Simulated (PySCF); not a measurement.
# C6H4N2O: the cost of one run

Computed with PySCF 2.14.0 and routines of our own; the level stands in each step. Atoms count from 0.

### 1 The starting structure

13 atoms, charge 0, multiplicity 1; geometry from: GFN2-xTB.

### 2 Magnetic properties: GIAO B3LYP/pcSseg-1

What the job is given:

```
{"job": {"kind": "mag", "xc": "B3LYP", "basis": "pcSseg-1", "isotopologues": 0}, "charge": 0, "multiplicity": 1}
C     -3.183515     0.115966     1.519455
C     -2.101311     0.061159     1.002507
C     -0.853662    -0.025890     0.358581
C     -0.602726    -0.627477    -0.916312
C      0.731279    -0.470534    -1.115842
N      1.227319     0.186704    -0.015515
C      2.531423     0.560253     0.222538
O      3.438563     0.350954    -0.530338
N      0.257262     0.452655     0.874372
H     -4.123181     0.170513     1.982874
H     -1.324855    -1.093460    -1.554218
H      1.382071    -0.752961    -1.917917
H      2.616945     1.072606     1.193496
```

With the program's defaults for keys left out, this is: GIAO B3LYP/pcSseg-1 magnetisability, rotational g tensor and spin-rotation constants, non-relativistic, gas phase.

Launch:

```bash
$ OMP_NUM_THREADS=1 python excited_run.py task.json out
```

This one command runs all jobs of the session in turn.

**Question.** How long does this first job take on 1 thread of Arm Neoverse V1, shared host, and how much memory does it need?

About 26 s, with a peak of 0.77 GiB.
